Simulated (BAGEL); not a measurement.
**One shape, several levels: C2HF3O2 (SMILES O=C(O)C(F)(F)F)**

We compute a comparison of 4 runs (HF/STO-3G, HF/3-21G, HF/6-31G*, HF/cc-pVDZ) of C2HF3O2. 

The calculation is run with BAGEL 1.2.2.

2 further runs of the same task are left out: 2 set aside as unsound or not needed. Runs told in other sessions of the task aren't counted.

## Step 1: The molecule

C2HF3O2 has 8 atoms, charge 0, and is taken as a singlet. SMILES: `O=C(O)C(F)(F)F`. One bond was lengthened or shortened from a relaxed shape.

Bond lengths: O1–C2 1.369 Å, C2–O3 1.327 Å, C2–C4 1.545 Å, C4–F5 1.320 Å, C4–F6 1.332 Å, C4–F7 1.332 Å, O3–H8 0.968 Å. Angles: O1–C2–O3 126.5°, O1–C2–C4 123.5°, O3–C2–C4 109.9°, C2–C4–F5 110.3°, C2–C4–F6 110.3°, C2–C4–F7 110.3°, F5–C4–F6 108.7°, F5–C4–F7 108.7°, F6–C4–F7 108.4°, C2–O3–H8 107.7°.

## Step 2: The energy at HF/STO-3G (density fitting with cc-pvqz-jkfit) (run 1)

The input, input.json:

```json
{ "bagel": [

{
  "title": "molecule",
  "basis": "sto-3g",
  "df_basis": "cc-pvqz-jkfit",
  "angstrom": true,
  "geometry": [
    { "atom": "O", "xyz": [    1.879850,   -0.303326,    0.232056 ] },
    { "atom": "C", "xyz": [    0.511460,   -0.349980,    0.214300 ] },
    { "atom": "O", "xyz": [   -0.253260,   -1.304740,    0.729890 ] },
    { "atom": "C", "xyz": [   -0.371350,    0.741370,   -0.431300 ] },
    { "atom": "F", "xyz": [    0.382180,    1.695120,   -0.946090 ] },
    { "atom": "F", "xyz": [   -1.180850,    1.279960,    0.479630 ] },
    { "atom": "F", "xyz": [   -1.119800,    0.216820,   -1.400730 ] },
    { "atom": "H", "xyz": [    0.330230,   -1.969150,    1.124540 ] }
  ]
},
{ "title": "hf" },
{ "title": "print", "file": "orbitals.molden", "orbitals": true }

]}
```

On the command line:

```
$ BAGEL_NUM_THREADS=1 BAGEL input.json > input.out
```

Output:

```text
* using 1 threads per process

  ===============================================================
  ===============================================================

  *** Geometry ***

  { "atom" : "O", "xyz" : [      3.552402,     -0.573203,      0.438522 ] },
  { "atom" : "C", "xyz" : [      0.966519,     -0.661366,      0.404968 ] },
  { "atom" : "O", "xyz" : [     -0.478592,     -2.465601,      1.379292 ] },
  { "atom" : "C", "xyz" : [     -0.701750,      1.400986,     -0.815039 ] },
  { "atom" : "F", "xyz" : [      0.722216,      3.203313,     -1.787851 ] },
  { "atom" : "F", "xyz" : [     -2.231483,      2.418774,      0.906369 ] },
  { "atom" : "F", "xyz" : [     -2.116115,      0.409730,     -2.646996 ] },
  { "atom" : "H", "xyz" : [      0.624044,     -3.721154,      2.125073 ] },

  Number of auxiliary basis functions:      793

  Since a DF basis is specified, we compute 2- and 3-index integrals:
    o Being stored without compression. Storage requirement is 0.008 GB

  Number of basis functions:       36
  Number of electrons      :       56

    * METHOD: MOLECULE                             0.61

  *** RHF ***

  === Nuclear Repulsion ===
   332.1280637165

      * DIIS with orbital gradients will be used.

  === RHF iteration (sto-3g) ===
      0       -516.70780359          0.03375242           0.08
      1       -516.86703981          0.03071507           0.07
      2       -517.12610691          0.00404377           0.07
      3       -517.13318613          0.00108279           0.07
      4       -517.13419081          0.00026306           0.07
      5       -517.13426855          0.00012392           0.07
      6       -517.13428293          0.00006271           0.07
      7       -517.13428810          0.00002017           0.07
      8       -517.13428859          0.00000508           0.07
      9       -517.13428861          0.00000137           0.07
     10       -517.13428861          0.00000062           0.07
     11       -517.13428861          0.00000024           0.07
     12       -517.13428861          0.00000009           0.08
     13       -517.13428861          0.00000003           0.07
     14       -517.13428861          0.00000001           0.07
     15       -517.13428861          0.00000000           0.07
    * SCF iteration converged.

    * Permanent dipole moment:
           (    0.132742,     0.597091,    -0.333467) a.u.

    * METHOD: HF                                   1.31

    * METHOD: PRINT                                0.00

  ===============================================================
```

Wall time 2.1 s (1 thread of Arm Neoverse V2, shared host); peak memory 0.092 GiB.

## Step 3: The energy at HF/3-21G (density fitting with cc-pvqz-jkfit) (run 2)

The input, input.json:

```json
{ "bagel" : [

{
  "title" : "molecule",
  "basis" : "3-21g",
  "df_basis" : "cc-pvqz-jkfit",
  "angstrom" : "true",
  "geometry" : [
    { "atom" : "O", "xyz" : [    1.879850,   -0.303326,    0.232056 ] },
    { "atom" : "C", "xyz" : [    0.511460,   -0.349980,    0.214300 ] },
    { "atom" : "O", "xyz" : [   -0.253260,   -1.304740,    0.729890 ] },
    { "atom" : "C", "xyz" : [   -0.371350,    0.741370,   -0.431300 ] },
    { "atom" : "F", "xyz" : [    0.382180,    1.695120,   -0.946090 ] },
    { "atom" : "F", "xyz" : [   -1.180850,    1.279960,    0.479630 ] },
    { "atom" : "F", "xyz" : [   -1.119800,    0.216820,   -1.400730 ] },
    { "atom" : "H", "xyz" : [    0.330230,   -1.969150,    1.124540 ] }
  ]
},
{
  "title" : "hf"
},
{
  "title" : "print",
  "file" : "orbitals.molden",
  "orbitals" : "true"
}

]}
```

On the command line:

```
$ BAGEL_NUM_THREADS=1 BAGEL input.json > input.out
```

Output:

```text
* using 1 threads per process

  ===============================================================
  ===============================================================

  *** Geometry ***

  { "atom" : "O", "xyz" : [      3.552402,     -0.573203,      0.438522 ] },
  { "atom" : "C", "xyz" : [      0.966519,     -0.661366,      0.404968 ] },
  { "atom" : "O", "xyz" : [     -0.478592,     -2.465601,      1.379292 ] },
  { "atom" : "C", "xyz" : [     -0.701750,      1.400986,     -0.815039 ] },
  { "atom" : "F", "xyz" : [      0.722216,      3.203313,     -1.787851 ] },
  { "atom" : "F", "xyz" : [     -2.231483,      2.418774,      0.906369 ] },
  { "atom" : "F", "xyz" : [     -2.116115,      0.409730,     -2.646996 ] },
  { "atom" : "H", "xyz" : [      0.624044,     -3.721154,      2.125073 ] },

  Number of auxiliary basis functions:      793

  Since a DF basis is specified, we compute 2- and 3-index integrals:
    o Being stored without compression. Storage requirement is 0.027 GB

  Number of basis functions:       65
  Number of electrons      :       56

    * METHOD: MOLECULE                             0.61

  *** RHF ***

  === Nuclear Repulsion ===
   332.1280637165

      * DIIS with orbital gradients will be used.

  === RHF iteration (3-21g) ===
      0       -521.03924863          0.03573107           0.14
      1       -521.17669225          0.03159001           0.14
      2       -521.44661297          0.00439864           0.14
      3       -521.45288523          0.00150597           0.14
      4       -521.45399596          0.00027746           0.14
      5       -521.45408557          0.00013672           0.14
      6       -521.45410284          0.00007366           0.14
      7       -521.45411056          0.00003209           0.13
      8       -521.45411194          0.00001169           0.14
      9       -521.45411211          0.00000417           0.14
     10       -521.45411212          0.00000155           0.14
     11       -521.45411213          0.00000064           0.14
     12       -521.45411213          0.00000019           0.14
     13       -521.45411213          0.00000008           0.14
     14       -521.45411213          0.00000003           0.13
     15       -521.45411213          0.00000002           0.14
     16       -521.45411213          0.00000001           0.14
    * SCF iteration converged.

    * Permanent dipole moment:
           (    0.248966,     0.879240,    -0.489301) a.u.

    * METHOD: HF                                   2.58

    * METHOD: PRINT                                0.01

  ===============================================================
```

It took 3.6 s on 1 thread of Arm Neoverse V2, shared host; peak memory 0.14 GiB.

Run 3 isn't shown in full; the table further down has it.

## Step 4: The energy at HF/cc-pVDZ (density fitting with cc-pvqz-jkfit) (run 4)

The input, job.json:

```json
{ "bagel": [

{
  "title": "molecule",
  "basis": "cc-pvdz.json",
  "df_basis": "cc-pvqz-jkfit",
  "angstrom": "true",
  "geometry": [
    { "atom": "O", "xyz": [    1.879850,   -0.303326,    0.232056 ] },
    { "atom": "C", "xyz": [    0.511460,   -0.349980,    0.214300 ] },
    { "atom": "O", "xyz": [   -0.253260,   -1.304740,    0.729890 ] },
    { "atom": "C", "xyz": [   -0.371350,    0.741370,   -0.431300 ] },
    { "atom": "F", "xyz": [    0.382180,    1.695120,   -0.946090 ] },
    { "atom": "F", "xyz": [   -1.180850,    1.279960,    0.479630 ] },
    { "atom": "F", "xyz": [   -1.119800,    0.216820,   -1.400730 ] },
    { "atom": "H", "xyz": [    0.330230,   -1.969150,    1.124540 ] }
  ]
},
{ "title": "hf" },
{ "title": "print", "file": "orbitals.molden", "orbitals": "true" }

]}
```

The basis set cc-pVDZ is read from a file made from the Basis Set Exchange's data (not shown).

On the command line:

```
$ BAGEL_NUM_THREADS=1 BAGEL job.json > job.out
```

Output:

```text
* using 1 threads per process

  ===============================================================
  ===============================================================

  *** Geometry ***

  { "atom" : "O", "xyz" : [      3.552402,     -0.573203,      0.438522 ] },
  { "atom" : "C", "xyz" : [      0.966519,     -0.661366,      0.404968 ] },
  { "atom" : "O", "xyz" : [     -0.478592,     -2.465601,      1.379292 ] },
  { "atom" : "C", "xyz" : [     -0.701750,      1.400986,     -0.815039 ] },
  { "atom" : "F", "xyz" : [      0.722216,      3.203313,     -1.787851 ] },
  { "atom" : "F", "xyz" : [     -2.231483,      2.418774,      0.906369 ] },
  { "atom" : "F", "xyz" : [     -2.116115,      0.409730,     -2.646996 ] },
  { "atom" : "H", "xyz" : [      0.624044,     -3.721154,      2.125073 ] },

  Number of auxiliary basis functions:      793

  Since a DF basis is specified, we compute 2- and 3-index integrals:
    o Being stored without compression. Storage requirement is 0.067 GB

  Number of basis functions:      103
  Number of electrons      :       56

    * METHOD: MOLECULE                             0.72

  *** RHF ***

  === Nuclear Repulsion ===
   332.1280637165

      * DIIS with orbital gradients will be used.

  === RHF iteration (cc-pvdz.json) ===
      0       -523.85553651          0.02119685           0.24
      1       -524.02434872          0.02010561           0.23
      2       -524.35154615          0.00229408           0.23
      3       -524.35656338          0.00116400           0.21
      4       -524.35832953          0.00019693           0.21
      5       -524.35841853          0.00008923           0.21
      6       -524.35843869          0.00004047           0.21
      7       -524.35844508          0.00001735           0.20
      8       -524.35844613          0.00000793           0.20
      9       -524.35844633          0.00000358           0.20
     10       -524.35844637          0.00000151           0.20
     11       -524.35844638          0.00000049           0.19
     12       -524.35844638          0.00000031           0.18
     13       -524.35844638          0.00000008           0.17
     14       -524.35844638          0.00000003           0.18
     15       -524.35844638          0.00000002           0.18
     16       -524.35844638          0.00000001           0.18
    * SCF iteration converged.

    * Permanent dipole moment:
           (    0.517372,     0.830222,    -0.452920) a.u.

    * METHOD: HF                                   3.78

    * METHOD: PRINT                                0.02

  ===============================================================
```

It took 4.8 s on 1 thread of Arm Neoverse V2, shared host; peak memory 0.22 GiB.

## Step 5: All runs side by side

| run | level | energy (Eh) | dipole moment (D) | HOMO energy (eV) | LUMO energy (eV) | wall time |
| --- | --- | --- | --- | --- | --- | --- |
| 1 | HF/STO-3G (density fitting with cc-pvqz-jkfit) | -517.134289 | 1.77 | -9.08 | 6.05 | 2.1 s |
| 2 | HF/3-21G (density fitting with cc-pvqz-jkfit) | -521.454112 | 2.63 | -12.94 | 2.09 | 3.6 s |
| 3 | HF/6-31G* (density fitting with cc-pvqz-jkfit, spherical functions) | -524.318711 | 2.68 | -13.04 | 2.37 | 5.1 s |
| 4 | HF/cc-pVDZ (density fitting with cc-pvqz-jkfit) | -524.358446 | 2.74 | -13.06 | 2.33 | 4.8 s |

## Step 6: Results

```
            quantity          value
 run 4: total energy  -524.35845 Eh
run 4: dipole moment         2.74 D
  run 4: HOMO energy      -13.06 eV
  run 4: LUMO energy        2.33 eV
run 4: HOMO–LUMO gap       15.38 eV
```

The dipole moment (its size) runs from 1.77 D (HF/STO-3G) to 2.74 D (HF/cc-pVDZ). The HOMO–LUMO gap runs from 15.03 eV (HF/3-21G) to 15.41 eV (HF/6-31G*). In run 1 the basis is minimal, so the values are rough. All runs together took 16 s, the longest 5.1 s.
